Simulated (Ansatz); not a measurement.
## Li4NO in Ansatz: convergence with k mesh

Input of the first run (k mesh 3 × 3 × 2); the others differ in this setting and in those tied to it:

File input.yaml:

```yaml
crystal:
  lattice:
    - [3.312866, 0.0, 0.0]
    - [0.0, 3.312866, 0.0]
    - [0.0, 0.0, 4.936518]
  atoms:
    - { symbol: O, position: [0.5, 0.5, 0.5] }
    - { symbol: "N", position: [0.0, 0.0, 0.0] }
    - { symbol: Li, position: [0.5, 0.0, 0.263848] }
    - { symbol: Li, position: [0.0, 0.5, 0.736152] }
    - { symbol: Li, position: [0.5, 0.0, 0.736152] }
    - { symbol: Li, position: [0.0, 0.5, 0.263848] }
hamiltonian:
  xc: pbesol
  pseudopotentials: { kind: nc, accuracy: standard }
kpoints:
  mp_grid: { grid: [3, 3, 2] }
scf:
  occupations: { method: fermi_dirac, width: 0.05 }
output:
  forces: true
  stress: true
  eigenvalues: true
```

Potentials or basis: PseudoDojo standard (PBEsol files).

Command:

```console
$ ansatz run input.yaml --threads 2 --pin off --max-ram 5632MiB --backend cpu --events-out ev --progress --plain --runs-dir out
```

The cell comes from a database or a generator and needn't be the stable form of this composition.

Hardware: 2 threads of Arm Neoverse V2, with other jobs on the host.

Task: The values tried are 3 × 3 × 2, 4 × 4 × 3, 5 × 5 × 3, 6 × 6 × 4, 7 × 7 × 5, 9 × 9 × 6, 11 × 11 × 8, 13 × 13 × 9, loosest first. From which on does the largest force stay within 0.005 eV/Å of the tightest run that finished?

Result: From 9 × 9 × 6 on.

| k mesh | energy less the tightest run, at zero smearing (meV/atom) | pressure (GPa) | largest force (eV/Å) | SCF cycles | CPU time (s) | peak memory (GiB) |
| --- | --- | --- | --- | --- | --- | --- |
| 3 × 3 × 2 | -19.02 | -4.02 | 0.041 | 10 | 1.7 | 0.34 |
| 4 × 4 × 3 | -14.56 | -3.90 | 0.043 | 9 | 2.6 | 0.37 |
| 5 × 5 × 3 | -1.10 | -3.68 | 0.039 | 10 | 2.7 | 0.37 |
| 6 × 6 × 4 | 3.66 | -3.61 | 0.027 | 10 | 6.1 | 0.41 |
| 7 × 7 × 5 | 3.62 | -3.61 | 0.009 | 10 | 6.2 | 0.41 |
| 9 × 9 × 6 | 0.41 | -3.67 | 0.005 | 10 | 12 | 0.47 |
| 11 × 11 × 8 | -1.01 | -3.70 | 0.005 | 10 | 21 | 0.56 |
| 13 × 13 × 9 | 0.00 | -3.68 | 0.003 | 10 | 28 | 0.64 |

Against the tightest run, the pressure stays within 0.1 GPa from 5 × 5 × 3 on. Not settled before the last step: the energy (to 1 meV/atom). Meshes of other sizes hit other points, so gaps and Fermi surfaces needn't settle smoothly. The tightest run that finished is the yardstick and may itself not be fully converged.

Caveat, for the tightest run too: an odd number of electrons without spin polarisation forces a metal; a magnetic or distorted state may lie lower.
